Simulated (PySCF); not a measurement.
**Si⁺: dipole response in ANO-RCC-VTZP**

How polarisable is Si⁺ at the levels listed below?

Method: unrestricted determinants in a Gaussian basis, no spin-orbit coupling in the energies. Code: PySCF 2.14.0.

## 1. Starting point

- Element: silicon (Z = 14)
- Basis: ANO-RCC-VTZP (5s4p2d1f, 34 functions)
- Hamiltonian: scalar relativity by spin-free X2C-1e
- State 1: Si⁺: [Ne] 3s2 3p1, 2P determinant
- Methods: UHF, PBE, PBE0, M06, PBEsol

The outer shells:

Si+ [Ne] 3s2 3p1
```
[Ne] core
3s [↑↓]
3p [↑ ][  ][  ]
```

One driver process ran all states and methods and kept the integrals in memory. Each run is shown as a PySCF script that sums up its settings (the driver passes frozen orbitals as a list and adds second-order terms of double hybrids); the logs are those of the runs themselves. The driver starts from symmetry-adapted Hartree-Fock orbitals, holds the occupation by maximum overlap and uses a logarithmic radial grid for functionals, so a plain start would take other cycles.

The integrals over 34 functions and the set-up took 1.2 s of CPU time.

## 2. Si⁺, method by method

Level: UHF.

File input.py:

```python
from pyscf import gto, scf, dft, mp, cc
import basis_set_exchange as bse
mol = gto.M(atom="Si 0 0 0", charge=1, spin=1, symmetry="D2h",
            basis=gto.basis.parse(bse.get_basis("ANO-RCC-VTZP", elements=["Si"], fmt="nwchem")),
            nucmod="G")
mf = scf.UHF(mol).sfx2c1e()
mf.irrep_nelec = {'Ag': (3, 3), 'B1u': (1, 1), 'B2u': (2, 1), 'B3u': (1, 1)}
mf.kernel()
```

Standard output:

```text
damping factor = 0
level_shift factor = 0
DIIS = <class 'pyscf.scf.diis.CDIIS'>
diis_start_cycle = 1
diis_space = 10
diis_damp = 0
SCF conv_tol = 1e-09
SCF conv_tol_grad = None
number electrons alpha = 7  beta = 6
cycle= 1 E= -289.179345295393  delta_E= -0.00399  |g|= 0.0234  |ddm|= 0.0737
cycle= 2 E= -289.18006319705  delta_E= -0.000718  |g|= 0.0102  |ddm|= 0.0311
cycle= 3 E= -289.180234253523  delta_E= -0.000171  |g|= 0.000572  |ddm|= 0.0239
cycle= 4 E= -289.18023479538  delta_E= -5.42e-07  |g|= 9.28e-05  |ddm|= 0.0013
cycle= 5 E= -289.180234811425  delta_E= -1.6e-08  |g|= 1.66e-05  |ddm|= 0.000232
cycle= 6 E= -289.180234811877  delta_E= -4.52e-10  |g|= 2.15e-06  |ddm|= 4e-05
converged SCF energy = -289.180234811877  <S^2> = 0.76610965  2S+1 = 2.0160453
```

It used 0.85 s of CPU time after the integrals (shared host).

Orbital energies by shell (radii are means over both spins):

| shell | electrons | mean orbital energy (eV) | spread (eV) | rms radius (bohr) |
| --- | --- | --- | --- | --- |
| 1s α | 1 | -1886.9 | 0 | 0.129 |
| 1s β | 1 | -1886.8 | 0 | 0.129 |
| 2s α | 1 | -178.02 | 0 | 0.612 |
| 2s β | 1 | -177.83 | 0 | 0.612 |
| 2p α | 3 | -125.57 | 0.323 | 0.599 |
| 2p β | 3 | -125.24 | 0.450 | 0.599 |
| 3s α | 1 | -24.132 | 0 | 2.24 |
| 3s β | 1 | -21.729 | 0 | 2.24 |
| 3p α | 1 | -16.203 | 0 | 2.65 |

⟨S²⟩ = 0.766, ⟨L²⟩ = 2.05.

The driver then solved the coupled dipole response at imaginary frequencies: mean α = 19.35 bohr³ (xx, yy, zz: 18.90, 20.24, 18.90), C₆ = 103.9 au for a like pair.

Level: PBE.

input.py, as changed from the run before:

```diff
@@ -5,3 +5,3 @@
             nucmod="G")
-mf = scf.UHF(mol).sfx2c1e()
+mf = dft.UKS(mol, xc="PBE").sfx2c1e()
 mf.irrep_nelec = {'Ag': (3, 3), 'B1u': (1, 1), 'B2u': (2, 1), 'B3u': (1, 1)}
```

Standard output:

```text
damping factor = 0
level_shift factor = 0
DIIS = <class 'pyscf.scf.diis.CDIIS'>
diis_start_cycle = 1
diis_space = 10
diis_damp = 0
SCF conv_tol = 1e-09
SCF conv_tol_grad = None
number electrons alpha = 7  beta = 6
XC functionals = PBE
    J. P. Perdew, K. Burke, and M. Ernzerhof.,  Phys. Rev. Lett. 77, 3865 (1996)
    J. P. Perdew, K. Burke, and M. Ernzerhof.,  Phys. Rev. Lett. 78, 1396 (1997)
    J. P. Perdew, K. Burke, and M. Ernzerhof.,  Phys. Rev. Lett. 77, 3865 (1996)
    J. P. Perdew, K. Burke, and M. Ernzerhof.,  Phys. Rev. Lett. 78, 1396 (1997)
cycle= 1 E= -289.537232518521  delta_E= -0.00509  |g|= 0.0225  |ddm|= 0.0845
cycle= 2 E= -289.53736573224  delta_E= -0.000133  |g|= 0.00614  |ddm|= 0.0134
cycle= 3 E= -289.537374551003  delta_E= -8.82e-06  |g|= 0.000563  |ddm|= 0.00275
cycle= 4 E= -289.537374856511  delta_E= -3.06e-07  |g|= 0.00011  |ddm|= 0.000976
cycle= 5 E= -289.537374864785  delta_E= -8.27e-09  |g|= 8.27e-07  |ddm|= 0.000141
cycle= 6 E= -289.537374864785  delta_E= -6.82e-13  |g|= 7.89e-08  |ddm|= 1.61e-06
converged SCF energy = -289.537374864785  <S^2> = 0.75440362  2S+1 = 2.0043988
```

CPU time 2.4 s on a shared host, the integrals not counted.

The driver then solved the coupled dipole response at imaginary frequencies: mean α = 18.94 bohr³ (xx, yy, zz: 18.24, 20.33, 18.24), C₆ = 100.2 au for a like pair.

Level: PBE0.

input.py, as changed from the run before:

```diff
@@ -5,3 +5,3 @@
             nucmod="G")
-mf = dft.UKS(mol, xc="PBE").sfx2c1e()
+mf = dft.UKS(mol, xc="PBE0").sfx2c1e()
 mf.irrep_nelec = {'Ag': (3, 3), 'B1u': (1, 1), 'B2u': (2, 1), 'B3u': (1, 1)}
```

Standard output:

```text
damping factor = 0
level_shift factor = 0
DIIS = <class 'pyscf.scf.diis.CDIIS'>
diis_start_cycle = 1
diis_space = 10
diis_damp = 0
SCF conv_tol = 1e-09
SCF conv_tol_grad = None
number electrons alpha = 7  beta = 6
XC functionals = PBE0
    C. Adamo and V. Barone.,  J. Chem. Phys. 110, 6158 (1999)
    M. Ernzerhof and G. E. Scuseria.,  J. Chem. Phys. 110, 5029 (1999)
cycle= 1 E= -289.561804906395  delta_E= -0.00373  |g|= 0.0138  |ddm|= 0.0744
cycle= 2 E= -289.561943883247  delta_E= -0.000139  |g|= 0.00349  |ddm|= 0.0158
cycle= 3 E= -289.561953242365  delta_E= -9.36e-06  |g|= 0.000873  |ddm|= 0.00389
cycle= 4 E= -289.561954215253  delta_E= -9.73e-07  |g|= 2.57e-05  |ddm|= 0.00179
cycle= 5 E= -289.561954215743  delta_E= -4.9e-10  |g|= 2.46e-06  |ddm|= 3.45e-05
converged SCF energy = -289.561954215743  <S^2> = 0.75606103  2S+1 = 2.0060519
```

It used 2.6 s of CPU time after the integrals (shared host).

The driver then solved the coupled dipole response at imaginary frequencies: mean α = 18.92 bohr³ (xx, yy, zz: 18.34, 20.08, 18.34), C₆ = 100.2 au for a like pair.

Level: M06.

input.py, as changed from the run before:

```diff
@@ -5,3 +5,3 @@
             nucmod="G")
-mf = dft.UKS(mol, xc="PBE0").sfx2c1e()
+mf = dft.UKS(mol, xc="M06").sfx2c1e()
 mf.irrep_nelec = {'Ag': (3, 3), 'B1u': (1, 1), 'B2u': (2, 1), 'B3u': (1, 1)}
```

Standard output:

```text
damping factor = 0
level_shift factor = 0
DIIS = <class 'pyscf.scf.diis.CDIIS'>
diis_start_cycle = 1
diis_space = 10
diis_damp = 0
SCF conv_tol = 1e-09
SCF conv_tol_grad = None
number electrons alpha = 7  beta = 6
XC functionals = M06
    Y. Zhao and D. G. Truhlar.,  Theor. Chem. Acc. 120, 215 (2008)
    Y. Zhao and D. G. Truhlar.,  Theor. Chem. Acc. 120, 215 (2008)
cycle= 1 E= -289.674770007639  delta_E= -0.00482  |g|= 0.00819  |ddm|= 0.0834
cycle= 2 E= -289.674822206894  delta_E= -5.22e-05  |g|= 0.00176  |ddm|= 0.0111
cycle= 3 E= -289.67482373738  delta_E= -1.53e-06  |g|= 0.000343  |ddm|= 0.00147
cycle= 4 E= -289.674823847515  delta_E= -1.1e-07  |g|= 3.87e-05  |ddm|= 0.000517
cycle= 5 E= -289.674823849211  delta_E= -1.7e-09  |g|= 7.22e-06  |ddm|= 6.58e-05
cycle= 6 E= -289.674823849244  delta_E= -3.33e-11  |g|= 4.27e-07  |ddm|= 9.78e-06
converged SCF energy = -289.674823849244  <S^2> = 0.75198035  2S+1 = 2.0019794
```

It used 6.9 s of CPU time after the integrals (shared host).

The driver then solved the coupled dipole response at imaginary frequencies: mean α = 18.92 bohr³ (xx, yy, zz: 17.99, 20.78, 17.99), C₆ = 97.85 au for a like pair.

Level: PBEsol.

input.py, as changed from the run before:

```diff
@@ -5,3 +5,3 @@
             nucmod="G")
-mf = dft.UKS(mol, xc="M06").sfx2c1e()
+mf = dft.UKS(mol, xc="PBEsol").sfx2c1e()
 mf.irrep_nelec = {'Ag': (3, 3), 'B1u': (1, 1), 'B2u': (2, 1), 'B3u': (1, 1)}
```

Standard output:

```text
damping factor = 0
level_shift factor = 0
DIIS = <class 'pyscf.scf.diis.CDIIS'>
diis_start_cycle = 1
diis_space = 10
diis_damp = 0
SCF conv_tol = 1e-09
SCF conv_tol_grad = None
number electrons alpha = 7  beta = 6
XC functionals = PBEsol
    J. P. Perdew, A. Ruzsinszky, G. I. Csonka, O. A. Vydrov, G. E. Scuseria, L. A. Constantin, X. Zhou, and K. Burke.,  Phys. Rev. Lett. 100, 136406 (2008)
    J. P. Perdew, A. Ruzsinszky, G. I. Csonka, O. A. Vydrov, G. E. Scuseria, L. A. Constantin, X. Zhou, and K. Burke.,  Phys. Rev. Lett. 100, 136406 (2008)
cycle= 1 E= -288.995928132664  delta_E= -0.00553  |g|= 0.0264  |ddm|= 0.0833
cycle= 2 E= -288.996079160303  delta_E= -0.000151  |g|= 0.0078  |ddm|= 0.0134
cycle= 3 E= -288.99609277217  delta_E= -1.36e-05  |g|= 0.000517  |ddm|= 0.00344
cycle= 4 E= -288.996093007554  delta_E= -2.35e-07  |g|= 9.61e-05  |ddm|= 0.000838
cycle= 5 E= -288.996093014072  delta_E= -6.52e-09  |g|= 8.63e-07  |ddm|= 0.000127
cycle= 6 E= -288.996093014073  delta_E= -6.82e-13  |g|= 9.33e-08  |ddm|= 1.76e-06
converged SCF energy = -288.996093014073  <S^2> = 0.75357547  2S+1 = 2.0035723
```

CPU time 2.3 s on a shared host, the integrals not counted.

The driver then solved the coupled dipole response at imaginary frequencies: mean α = 19.01 bohr³ (xx, yy, zz: 18.26, 20.50, 18.26), C₆ = 100.7 au for a like pair.

Radial density 4πr²ρ of Si⁺ at UHF:

| r (bohr) | density | spin density |
| --- | --- | --- |
| 0.00152 | 0.0590 | 0.000 |
| 0.00256 | 0.155 | 0.000 |
| 0.00431 | 0.403 | 0.000 |
| 0.00725 | 1.02 | 0.000 |
| 0.0122 | 2.46 | 0.000 |
| 0.0205 | 5.42 | 0.000 |
| 0.0345 | 10.3 | 0.000 |
| 0.0580 | 15.1 | 0.002 |
| 0.0976 | 14.9 | 0.010 |
| 0.164 | 10.1 | 0.037 |
| 0.276 | 11.7 | 0.073 |
| 0.464 | 14.0 | 0.050 |
| 0.781 | 5.83 | 0.003 |
| 1.31 | 1.59 | 0.245 |
| 2.21 | 1.41 | 0.462 |
| 3.72 | 0.271 | 0.135 |
| 6.25 | 0.00541 | 0.004 |

## 3. Polarisabilities and C₆

Si⁺, in atomic units:

| method | mean α | C₆ (like pair) | S(−4) |
| --- | --- | --- | --- |
| UHF | 19.35 | 103.9 | 147.6 |
| PBE | 18.94 | 100.2 | 140.9 |
| PBE0 | 18.92 | 100.2 | 140.1 |
| M06 | 18.92 | 97.85 | 148.2 |
| PBEsol | 19.01 | 100.7 | 142.2 |

α(iu) at PBEsol:

| u (hartree) | α(iu) (bohr³) |
| --- | --- |
| 0 | 19.01 |
| 0.0500 | 18.66 |
| 0.100 | 17.69 |
| 0.200 | 14.66 |
| 0.300 | 11.44 |
| 0.500 | 6.775 |
| 0.750 | 3.817 |
| 1.00 | 2.396 |
| 1.50 | 1.189 |
| 2.00 | 0.7140 |
| 3.00 | 0.3474 |
| 5.00 | 0.1400 |

## 4. Summary of results

```
quantity                              value
α of Si⁺  18.92 (PBE0) to 19.35 (UHF) bohr³
```

A single London oscillator with the computed α and C₆ of Si⁺ at UHF would have ω = 4 C₆ / (3 α²) = 0.370 hartree. The basis is finite, and no extrapolation was made.
